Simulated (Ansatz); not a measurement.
# BFGaH3: rotation by 180° about the B1–Ga2 bond

Aim: the minimum-energy path and barrier of the rotation by 180° about the B1–Ga2 bond. The ends are relaxed first, then joined by a nudged elastic band. SMILES of the start: [BH2][GaH][F].

Method: RKS PBE0-D4/def2-TZVP, in Ansatz 0.2.0.

## 1. Starting point

Bond lengths: B1–Ga2 1.560 Å, Ga2–F3 1.405 Å, B1–H4 1.149 Å, B1–H5 1.212 Å, Ga2–H6 1.045 Å. Angles: B1–Ga2–F3 103.2°, B1–Ga2–H6 108.8°, F3–Ga2–H6 142.8°, Ga2–B1–H4 115.2°, Ga2–B1–H5 128.8°, H4–B1–H5 115.3°.

Structure file:

```xyz
6

B    -0.4344    0.2567   -0.4570
Ga    0.4840   -0.3198    0.6646
F     0.8747   -1.5670    0.1486
H    -1.5619    0.1962   -0.2446
H    -0.1245    0.9041   -1.4333
H     0.8041    0.4658    1.2756
```

## 2. Relaxing end A

Contents of input.yaml:

```yaml
crystal:
  periodic: [false, false, false]
  atoms:
    - { symbol: B, position_ang: [-0.4344, 0.2567, -0.457] }
    - { symbol: Ga, position_ang: [0.484, -0.3198, 0.6646] }
    - { symbol: F, position_ang: [0.8747, -1.567, 0.1486] }
    - { symbol: H, position_ang: [-1.5619, 0.1962, -0.2446] }
    - { symbol: H, position_ang: [-0.1245, 0.9041, -1.4333] }
    - { symbol: H, position_ang: [0.8041, 0.4658, 1.2756] }
basis:
  gaussian: { orbitals: def2-TZVP }
hamiltonian:
  xc: pbe0
  dispersion: d4
relax:
  f_tol: 0.015
  max_steps: 40
output:
  orbitals: {}
```

Command:

```
ansatz run input.yaml --threads 2 --pin off --max-ram 3072MiB --backend cpu --events-out ev --progress --plain --runs-dir out
```

Log, shortened:

```text
Warning: RAYON_NUM_THREADS=2 ignored (pool sized by the plan → 2); use --threads N
[...]
Functional definition: PBE0
[...]
870 factors; their error is unknown
[...]
mean field -55798.27087741 eV, -2050.5486333183 hartree, gradient 2.1e-5 eV, S^2 0.000000; 0 other end points of the search recorded, 0 dependent functions left out
[...]
reference -55798.27090857 eV, -2050.5486344636 hartree; 24, 24 occupied and 104, 104 virtual orbitals, 870 factors
relax step   1: F+E_penalty+E_count = -55798.34877085 eV  Δ(F+E_penalty+E_count) = +0.000e0 eV  max|allowed force component| = 2.463e1 eV/Å  Δτ_max = 0.0000 Å  (27 SCF iters, accepted)
[...]
relax step   3: F+E_penalty+E_count = -55809.28944961 eV  Δ(F+E_penalty+E_count) = -3.052e0 eV  max|allowed force component| = 3.559e0 eV/Å  Δτ_max = 0.1943 Å  (34 SCF iters, accepted)
[...]
relax step   5: F+E_penalty+E_count = -55810.63174541 eV  Δ(F+E_penalty+E_count) = -3.131e-1 eV  max|allowed force component| = 3.871e-1 eV/Å  Δτ_max = 0.1966 Å  (31 SCF iters, accepted)
[...]
relax step   7: F+E_penalty+E_count = -55810.69595181 eV  Δ(F+E_penalty+E_count) = -6.303e-3 eV  max|allowed force component| = 1.725e-1 eV/Å  Δτ_max = 0.1776 Å  (30 SCF iters, accepted)
[...]
relax step   9: F+E_penalty+E_count = -55810.70771497 eV  Δ(F+E_penalty+E_count) = -1.110e-2 eV  max|allowed force component| = 1.020e-1 eV/Å  Δτ_max = 0.0554 Å  (29 SCF iters, accepted)
[...]
relax step  10: F+E_penalty+E_count = -55810.70804770 eV  Δ(F+E_penalty+E_count) = -3.327e-4 eV  max|allowed force component| = 3.805e-2 eV/Å  Δτ_max = 0.0266 Å  (30 SCF iters, accepted)
[...]
relax step  11: F+E_penalty+E_count = -55810.70825175 eV  Δ(F+E_penalty+E_count) = -2.041e-4 eV  max|allowed force component| = 3.484e-3 eV/Å  Δτ_max = 0.0202 Å  (29 SCF iters, accepted)
870 factors; their error is unknown
[...]
mean field -55810.64026479 eV, -2051.0031999204 hartree, gradient 1.6e-5 eV, S^2 0.000000; 1 other end points of the search recorded, 0 dependent functions left out
[...]
reference -55810.64029585 eV, -2051.0032010616 hartree; 24, 24 occupied and 104, 104 virtual orbitals, 870 factors
Total energy: -55810.70828281 eV, -2051.0056995363 hartree
Atom 0 at    -0.740728     0.442868    -0.733360 Å, force     0.002055     0.002689     0.002007 eV/Å
Atom 1 at     0.623009    -0.248039     0.676718 Å, force     0.001389    -0.001753    -0.003484 eV/Å
Atom 2 at     1.154529    -1.909109     0.371235 Å, force    -0.002158     0.000239     0.001091 eV/Å
Atom 3 at    -1.919282     0.311762    -0.581508 Å, force    -0.001009    -0.003090     0.000052 eV/Å
Atom 4 at    -0.379593     0.990834    -1.732715 Å, force    -0.000300     0.000914    -0.001096 eV/Å
Atom 5 at     1.304065     0.347684     1.953530 Å, force     0.000023     0.001001     0.001430 eV/Å
Dipole moment:    -0.244417     0.485001    -0.029845 e Å
```

It took 30 s on 2 threads of Arm Neoverse V1, shared host; peak memory 0.24 GiB.

Step by step:

| step | energy from step 1 (eV) | largest force component (eV/Å) |
| --- | --- | --- |
| 1 | 0.0000 | 24.6323 |
| 2 | -7.8891 | 9.3492 |
| 3 | -10.9407 | 3.5590 |
| 4 | -11.9699 | 0.8859 |
| 5 | -12.2830 | 0.3871 |
| 6 | -12.3409 | 0.3480 |
| 7 | -12.3472 | 0.1725 |
| 8 | -12.3478 | 0.4284 |
| 9 | -12.3589 | 0.1020 |
| 10 | -12.3593 | 0.0381 |
| 11 | -12.3595 | 0.0035 |

Step 1 is the start.

After: Bond lengths: B1–Ga2 2.080 Å, Ga2–F3 1.771 Å, B1–H4 1.196 Å, B1–H5 1.196 Å, Ga2–H6 1.565 Å. Angles: B1–Ga2–F3 113.0°, B1–Ga2–H6 135.4°, F3–Ga2–H6 111.5°, Ga2–B1–H4 121.6°, Ga2–B1–H5 121.4°, H4–B1–H5 117.0°.

## 3. End point B

The second end starts from a geometry with the move made by hand.

Contents of input.yaml:

```yaml
crystal:
  periodic: [false, false, false]
  atoms:
    - { symbol: B, position_ang: [-0.4344, 0.2567, -0.457] }
    - { symbol: Ga, position_ang: [0.484, -0.3198, 0.6646] }
    - { symbol: F, position_ang: [0.46996, 0.69096, 1.6406] }
    - { symbol: H, position_ang: [-1.5619, 0.1962, -0.2446] }
    - { symbol: H, position_ang: [-0.1245, 0.9041, -1.4333] }
    - { symbol: H, position_ang: [0.56116, -1.35477, 0.53876] }
basis:
  gaussian: { orbitals: def2-TZVP }
hamiltonian:
  xc: pbe0
  dispersion: d4
relax:
  f_tol: 0.015
  max_steps: 40
```

Command:

```
ansatz run input.yaml --threads 2 --pin off --max-ram 3072MiB --backend cpu --events-out ev --progress --plain --runs-dir out
```

Log, shortened:

```text
Warning: RAYON_NUM_THREADS=2 ignored (pool sized by the plan → 2); use --threads N
[...]
Functional definition: PBE0
[...]
870 factors; their error is unknown
[...]
mean field -55798.38737490 eV, -2050.5529145223 hartree, gradient 2.1e-5 eV, S^2 0.000000; 0 other end points of the search recorded, 0 dependent functions left out
[...]
reference -55798.38740575 eV, -2050.5529156558 hartree; 24, 24 occupied and 104, 104 virtual orbitals, 870 factors
relax step   1: F+E_penalty+E_count = -55798.46526278 eV  Δ(F+E_penalty+E_count) = +0.000e0 eV  max|allowed force component| = 2.589e1 eV/Å  Δτ_max = 0.0000 Å  (27 SCF iters, accepted)
[...]
relax step   4: F+E_penalty+E_count = -55810.27961216 eV  Δ(F+E_penalty+E_count) = -1.022e0 eV  max|allowed force component| = 1.036e0 eV/Å  Δτ_max = 0.1947 Å  (29 SCF iters, accepted)
[...]
870 factors; their error is unknown
mean field -55810.64027483 eV, -2051.0032002894 hartree, gradient 1.6e-5 eV, S^2 0.000000; 1 other end points of the search recorded, 0 dependent functions left out
[...]
reference -55810.64030590 eV, -2051.0032014311 hartree; 24, 24 occupied and 104, 104 virtual orbitals, 870 factors
Total energy: -55810.70829440 eV, -2051.0056999625 hartree
Atom 0 at    -0.739979     0.469794    -0.728484 Å, force     0.001907    -0.000461     0.002855 eV/Å
Atom 1 at     0.433747    -0.416718     0.741498 Å, force     0.004168    -0.004248     0.004553 eV/Å
Atom 2 at     0.817723     0.680215     2.077399 Å, force    -0.001056    -0.002890    -0.002842 eV/Å
Atom 3 at    -1.933859     0.430944    -0.681732 Å, force    -0.003893     0.000663    -0.000711 eV/Å
Atom 4 at    -0.250713     1.040849    -1.657761 Å, force     0.000546     0.001412    -0.003685 eV/Å
Atom 5 at     1.067401    -1.831695     0.958140 Å, force    -0.001672     0.005524    -0.000170 eV/Å
Dipole moment:    -0.190997    -0.215916    -0.461292 e Å
```

Wall time 34 s (2 threads of Arm Neoverse V1, shared host); peak memory 0.24 GiB.

Relaxation path:

| step | energy from step 1 (eV) | largest force component (eV/Å) |
| --- | --- | --- |
| 1 | 0.0000 | 25.8937 |
| 2 | -7.7720 | 10.4465 |
| 3 | -10.7920 | 3.9494 |
| 4 | -11.8143 | 1.0363 |
| 5 | -12.1522 | 0.3358 |
| 6 | -12.2000 | 0.6258 |
| 7 | -12.2145 | 0.5498 |
| 8 | -12.2382 | 0.2378 |
| 9 | -12.2396 | 0.0789 |
| 10 | -12.2422 | 0.0251 |
| 11 | -12.2428 | 0.0230 |
| 12 | -12.2429 | 0.0332 |
| 13 | -12.2430 | 0.0055 |

Step 1 is the start.

After: Bond lengths: B1–Ga2 2.080 Å, Ga2–F3 1.771 Å, B1–H4 1.195 Å, B1–H5 1.195 Å, Ga2–H6 1.565 Å. Angles: B1–Ga2–F3 113.1°, B1–Ga2–H6 135.4°, F3–Ga2–H6 111.6°, Ga2–B1–H4 121.5°, Ga2–B1–H5 121.5°, H4–B1–H5 117.0°.

## 4. Nudged elastic band

crystal.atoms is end A as relaxed above, and neb.final_atoms is end B, turned to lie on A. With 5 inner images the band has 7 in all. The start path is listed, through a guess of the saddle.

Contents of input.yaml:

```yaml
crystal:
  periodic: [false, false, false]
  atoms:
    - { symbol: B, position_ang: [-0.740728, 0.442868, -0.73336] }
    - { symbol: Ga, position_ang: [0.623009, -0.248039, 0.676718] }
    - { symbol: F, position_ang: [1.154529, -1.909109, 0.371235] }
    - { symbol: H, position_ang: [-1.919282, 0.311762, -0.581508] }
    - { symbol: H, position_ang: [-0.379593, 0.990834, -1.732715] }
    - { symbol: H, position_ang: [1.304065, 0.347684, 1.95353] }
basis:
  gaussian: { orbitals: def2-TZVP }
hamiltonian:
  xc: pbe0
  dispersion: d4
neb:
  order_check: false
  images: 5
  f_tol: 0.05
  max_iterations: 60
  final_atoms:
    - { symbol: B, position_ang: [-0.74107022, 0.4429592, -0.73288559] }
    - { symbol: Ga, position_ang: [0.62239462, -0.24840717, 0.67685179] }
    - { symbol: F, position_ang: [1.17376385, -1.90025605, 0.35635483] }
    - { symbol: H, position_ang: [-0.38318948, 1.01893832, -1.71737223] }
    - { symbol: H, position_ang: [-1.91752784, 0.28204618, -0.5947] }
    - { symbol: H, position_ang: [1.28762906, 0.34071953, 1.96565121] }
  initial_path:
    images:
      - { positions_ang: [[-0.740728, 0.442868, -0.73336], [0.623009, -0.248039, 0.676718], [1.154529, -1.909109, 0.371235], [-1.919282, 0.311762, -0.581508], [-0.379593, 0.990834, -1.732715], [1.304065, 0.347684, 1.95353]] }
      - { positions_ang: [[-0.65525469, 0.36879051, -0.63323502], [0.564637, -0.29865914, 0.66886899], [1.22168231, -1.65986678, 0.21357103], [-1.66823744, 0.5641758, -0.40934632], [-0.40966365, 0.67726686, -1.699339], [0.98883646, 0.28429275, 1.81338032]] }
      - { positions_ang: [[-0.56978137, 0.29471303, -0.53311003], [0.50626501, -0.34927928, 0.66101998], [1.28883562, -1.41062456, 0.05590706], [-1.41719288, 0.8165896, -0.23718464], [-0.43973429, 0.36369973, -1.66596301], [0.67360792, 0.22090149, 1.67323065]] }
      - { positions_ang: [[-0.48430806, 0.22063554, -0.43298505], [0.44789301, -0.39989942, 0.65317097], [1.35598894, -1.16138234, -0.10175692], [-1.16614832, 1.0690034, -0.06502297], [-0.46980494, 0.05013259, -1.63258701], [0.35837938, 0.15751024, 1.53308097]] }
      - { positions_ang: [[-0.56989545, 0.29474343, -0.5329519], [0.50606021, -0.34940201, 0.66106458], [1.29524724, -1.40767358, 0.050947], [-0.90516204, 1.05231504, -0.61580606], [-0.95237924, 0.12743712, -1.28662467], [0.66812927, 0.21858, 1.67727105]] }
      - { positions_ang: [[-0.65548284, 0.36885131, -0.63291874], [0.56422742, -0.29890459, 0.66895818], [1.23450555, -1.65396482, 0.20365091], [-0.64417576, 1.03562668, -1.16658914], [-1.43495354, 0.20474165, -0.94066233], [0.97787917, 0.27964976, 1.82146113]] }
      - { positions_ang: [[-0.74107022, 0.4429592, -0.73288559], [0.62239462, -0.24840717, 0.67685179], [1.17376385, -1.90025605, 0.35635483], [-0.38318948, 1.01893832, -1.71737223], [-1.91752784, 0.28204618, -0.5947], [1.28762906, 0.34071953, 1.96565121]] }
```

Command:

```
ansatz run input.yaml --threads 2 --pin off --max-ram 3072MiB --backend cpu --events-out ev --progress --plain --runs-dir out
```

Log, shortened:

```text
Warning: RAYON_NUM_THREADS=2 ignored (pool sized by the plan → 2); use --threads N
[...]
Functional definition: PBE0
[...]
870 factors; their error is unknown
[...]
mean field -55810.64025966 eV, -2051.0031997317 hartree, gradient 2.9e-5 eV, S^2 0.000000; 0 other end points of the search recorded, 0 dependent functions left out
[...]
reference -55810.64029068 eV, -2051.0032008719 hartree; 24, 24 occupied and 104, 104 virtual orbitals, 870 factors
870 factors; their error is unknown
[...]
mean field -55810.64027526 eV, -2051.0032003052 hartree, gradient 2.9e-5 eV, S^2 0.000000; 0 other end points of the search recorded, 0 dependent functions left out
[...]
reference -55810.64030629 eV, -2051.0032014456 hartree; 24, 24 occupied and 104, 104 virtual orbitals, 870 factors
NEB end point (image 0): max|allowed force component| = 3.422e-3 eV/Å (the criterion of neb.relax_end_points is 1.000e-2)
[...]
NEB iter   9: max|band force component| = 5.693e-2 eV/Å  barrier→ = 0.1377 eV  barrier← = 0.1377 eV  CI = image 3  Δτ_max = 0.0113 Å  (150 SCF iters)
[...]
NEB iter  10: max|band force component| = 2.317e-2 eV/Å  barrier→ = 0.1374 eV  barrier← = 0.1374 eV  CI = image 3  Δτ_max = 0.0000 Å  (283 SCF iters)
Total energy: -55810.57088390 eV, -2051.0006502195 hartree
Atom 0 at    -0.756700     0.468945    -0.737938 Å, force     0.001167    -0.014112    -0.006223 eV/Å
Atom 1 at     0.571325    -0.316237     0.705697 Å, force     0.000165     0.007532     0.023165 eV/Å
Atom 2 at     1.718576    -1.501919     0.068051 Å, force     0.005054    -0.005441    -0.004659 eV/Å
Atom 3 at    -1.587796     1.277318    -0.449829 Å, force    -0.006275     0.010520     0.001789 eV/Å
Atom 4 at    -0.696801     0.108816    -1.874589 Å, force     0.001970     0.003223     0.001257 eV/Å
Atom 5 at     0.793396    -0.100922     2.242509 Å, force    -0.002082    -0.001723    -0.015329 eV/Å
Dipole moment:    -0.404708     0.369917     0.042160 e Å
this run last wrote the band of iteration 10 to <dir>
```

Run time: 2.1 min. Hardware: 2 threads of Arm Neoverse V1, shared host; peak memory 0.24 GiB.

## 5. What the band shows

Images 0 and 6 are the ends. Energies count from image 0; the path length is the program's own measure over all atoms.

| image | path (Å) | energy (eV) | dihedral H5–B1–Ga2–F3 (°) | band force (eV/Å) |
| --- | --- | --- | --- | --- |
| 0 | 0.000 | 0.0000 | -89 | - |
| 1 | 0.601 | 0.0355 | -60 | 0.004 |
| 2 | 1.202 | 0.1038 | -30 | 0.011 |
| 3* | 1.802 | 0.1374 | 0 | 0.023 |
| 4 | 2.407 | 0.1035 | 30 | 0.013 |
| 5 | 3.011 | 0.0349 | 60 | 0.005 |
| 6 | 3.615 | 0.0000 | 90 | - |

The star marks the climbing image.

image, energy (eV) and a bar:
```
        0      0.000 
        1      0.035 ########
        2      0.104 #######################
        3      0.137 ##############################
        4      0.104 #######################
        5      0.035 ########
        6      0.000
```

The top of the band by iteration:

| iteration | highest image above image 0 (eV) | largest band force (eV/Å) |
| --- | --- | --- |
| 1 | 12.9183 | 20.378 |
| 2 | 4.7771 | 8.947 |
| 3 | 1.8464 | 4.954 |
| 4 | 0.7010 | 2.029 |
| 5 | 0.2271 | 0.816 |
| 6 | 0.1611 | 0.404 |
| 7 | 0.1466 | 0.239 |
| 8 | 0.1399 | 0.106 |
| 9 | 0.1377 | 0.057 |
| 10 | 0.1374 | 0.023 |

The band as a trajectory file:

```xyz
6
image=0 dE=0.0000
B    -0.741    0.443   -0.733
Ga    0.623   -0.248    0.677
F     1.155   -1.909    0.371
H    -1.919    0.312   -0.582
H    -0.380    0.991   -1.733
H     1.304    0.348    1.954
6
image=1 dE=0.0355
B    -0.751    0.444   -0.731
Ga    0.611   -0.261    0.685
F     1.354   -1.806    0.242
H    -1.898    0.643   -0.457
H    -0.413    0.672   -1.854
H     1.140    0.245    2.068
6
image=2 dE=0.1038
B    -0.761    0.454   -0.733
Ga    0.595   -0.285    0.695
F     1.541   -1.674    0.139
H    -1.785    0.982   -0.413
H    -0.528    0.362   -1.900
H     0.980    0.096    2.165
6
image=3 dE=0.1374
B    -0.757    0.469   -0.738
Ga    0.571   -0.316    0.706
F     1.719   -1.502    0.068
H    -1.588    1.277   -0.450
H    -0.697    0.109   -1.875
H     0.793   -0.101    2.243
6
image=4 dE=0.1035
B    -0.745    0.469   -0.740
Ga    0.575   -0.304    0.705
F     1.579   -1.639    0.121
H    -1.085    1.615   -0.733
H    -1.185   -0.232   -1.600
H     0.903    0.027    2.201
6
image=5 dE=0.0349
B    -0.737    0.454   -0.740
Ga    0.601   -0.268    0.691
F     1.305   -1.837    0.272
H    -0.559    1.494   -1.302
H    -1.721   -0.160   -1.028
H     1.153    0.252    2.061
6
image=6 dE=0.0000
B    -0.741    0.443   -0.733
Ga    0.622   -0.248    0.677
F     1.174   -1.900    0.356
H    -0.383    1.019   -1.717
H    -1.918    0.282   -0.595
H     1.288    0.341    1.966
```

## 6. Frequencies at the highest image

The geometry is the highest inner image of the first converged band.

Contents of input.yaml:

```yaml
crystal:
  periodic: [false, false, false]
  atoms:
    - { symbol: B, position_ang: [-0.7567, 0.468945, -0.737938] }
    - { symbol: Ga, position_ang: [0.571325, -0.316237, 0.705697] }
    - { symbol: F, position_ang: [1.718576, -1.501919, 0.068051] }
    - { symbol: H, position_ang: [-1.587796, 1.277318, -0.449829] }
    - { symbol: H, position_ang: [-0.696801, 0.108816, -1.874589] }
    - { symbol: H, position_ang: [0.793396, -0.100922, 2.242509] }
basis:
  gaussian: { orbitals: def2-TZVP }
hamiltonian:
  xc: pbe0
  dispersion: d4
phonons: {}
```

Command:

```
ansatz run input.yaml --threads 2 --pin off --max-ram 3072MiB --backend cpu --events-out ev --progress --plain --runs-dir out
```

Log, shortened:

```text
Warning: RAYON_NUM_THREADS=2 ignored (pool sized by the plan → 2); use --threads N
[...]
Functional definition: PBE0
[...]
870 factors; their error is unknown
[...]
mean field -55810.50307696 eV, -2050.9981583605 hartree, gradient 7.2e-5 eV, S^2 0.000000; 0 other end points of the search recorded, 0 dependent functions left out
[...]
reference -55810.50310785 eV, -2050.9981594956 hartree; 24, 24 occupied and 104, 104 virtual orbitals, 870 factors
[...]
870 factors; their error is unknown
[...]
mean field -55810.50300438 eV, -2050.9981556935 hartree, gradient 2.8e-6 eV, S^2 0.000000; 0 other end points of the search recorded, 0 dependent functions left out
[...]
reference -55810.50303527 eV, -2050.9981568284 hartree; 24, 24 occupied and 104, 104 virtual orbitals, 870 factors
[...]
870 factors; their error is unknown
[...]
reference -55810.50304972 eV, -2050.9981573597 hartree; 24, 24 occupied and 104, 104 virtual orbitals, 870 factors
[...]
870 factors; their error is unknown
mean field -55810.50306688 eV, -2050.9981579901 hartree, gradient 2.2e-6 eV, S^2 0.000000; 0 other end points of the search recorded, 0 dependent functions left out
[...]
reference -55810.50309777 eV, -2050.9981591252 hartree; 24, 24 occupied and 104, 104 virtual orbitals, 870 factors
[...]
870 factors; their error is unknown
mean field -55810.50305310 eV, -2050.9981574839 hartree, gradient 9.7e-7 eV, S^2 0.000000; 0 other end points of the search recorded, 0 dependent functions left out
[...]
reference -55810.50308400 eV, -2050.9981586192 hartree; 24, 24 occupied and 104, 104 virtual orbitals, 870 factors
[...]
870 factors; their error is unknown
[...]
mean field -55810.50307417 eV, -2050.9981582581 hartree, gradient 1.1e-6 eV, S^2 0.000000; 0 other end points of the search recorded, 0 dependent functions left out
```

## 7. More of the same log: vibrations at the highest image of the band

The log, continued, shortened:

```text
[...]
reference -55810.50310506 eV, -2050.9981593932 hartree; 24, 24 occupied and 104, 104 virtual orbitals, 870 factors
[...]
870 factors; their error is unknown
mean field -55810.50302076 eV, -2050.9981562952 hartree, gradient 1.9e-6 eV, S^2 0.000000; 0 other end points of the search recorded, 0 dependent functions left out
[...]
reference -55810.50305165 eV, -2050.9981574304 hartree; 24, 24 occupied and 104, 104 virtual orbitals, 870 factors
[...]
870 factors; their error is unknown
mean field -55810.50305772 eV, -2050.9981576536 hartree, gradient 2.0e-6 eV, S^2 0.000000; 0 other end points of the search recorded, 0 dependent functions left out
[...]
reference -55810.50308861 eV, -2050.9981587888 hartree; 24, 24 occupied and 104, 104 virtual orbitals, 870 factors
[...]
870 factors; their error is unknown
[...]
reference -55810.50309400 eV, -2050.9981589869 hartree; 24, 24 occupied and 104, 104 virtual orbitals, 870 factors
WARN: phonons: modes at or below zero, which the zero-point energy, F, S and C_V leave out: 1, the lowest at -197.39 cm⁻¹. A minimum has none, and a first-order saddle one
Total energy: -55810.57088476 eV, -2051.0006502512 hartree
Atom 0 at    -0.756700     0.468945    -0.737938 Å, force     0.001192    -0.014110    -0.006231 eV/Å
Atom 1 at     0.571325    -0.316237     0.705697 Å, force     0.000101     0.007535     0.023199 eV/Å
Atom 2 at     1.718576    -1.501919     0.068051 Å, force     0.005083    -0.005434    -0.004648 eV/Å
Atom 3 at    -1.587796     1.277318    -0.449829 Å, force    -0.006295     0.010551     0.001787 eV/Å
Atom 4 at    -0.696801     0.108816    -1.874589 Å, force     0.001962     0.003205     0.001235 eV/Å
Atom 5 at     0.793396    -0.100922     2.242509 Å, force    -0.002043    -0.001747    -0.015342 eV/Å
Dipole moment:    -0.404710     0.369918     0.042160 e Å
Vibrations: -197.39 152.84 410.79 519.89 571.65 651.83 683.88 852.72 1156.19 1976.08 2595.00 2690.47 cm⁻¹, zero-point energy 0.760106 eV
```

It took 56 s on 2 threads of Arm Neoverse V1, shared host; peak memory 0.23 GiB.

Of 12 modes, 1 is imaginary by more than 30 cm⁻¹ (197i cm⁻¹).

## 8. Results

| quantity | value |
| --- | --- |
| end A | 10 moves, 12.359 eV lower |
| end B | 12 moves, 12.243 eV lower |
| barrier forwards | 0.14 eV |
| barrier backwards | 0.14 eV |
| second end relative to first | 0.000 eV |
| highest image | 3 of 0 to 6, climbing |
| band iterations | 10 |
| imaginary modes at the top | 197i cm⁻¹ |

What this shows: The top lies 0.14 eV above the first end, or 5 kT at room temperature, which at an assumed attempt frequency of 10^13 s⁻¹ means a rate near 10^11 s⁻¹. The two ends lie within 1 meV of each other. The listed dihedral goes from -89° at end A through 0° at the highest image to 90° at end B. One imaginary mode, as a first-order saddle point has. These are electronic energies, with no zero-point or thermal terms.
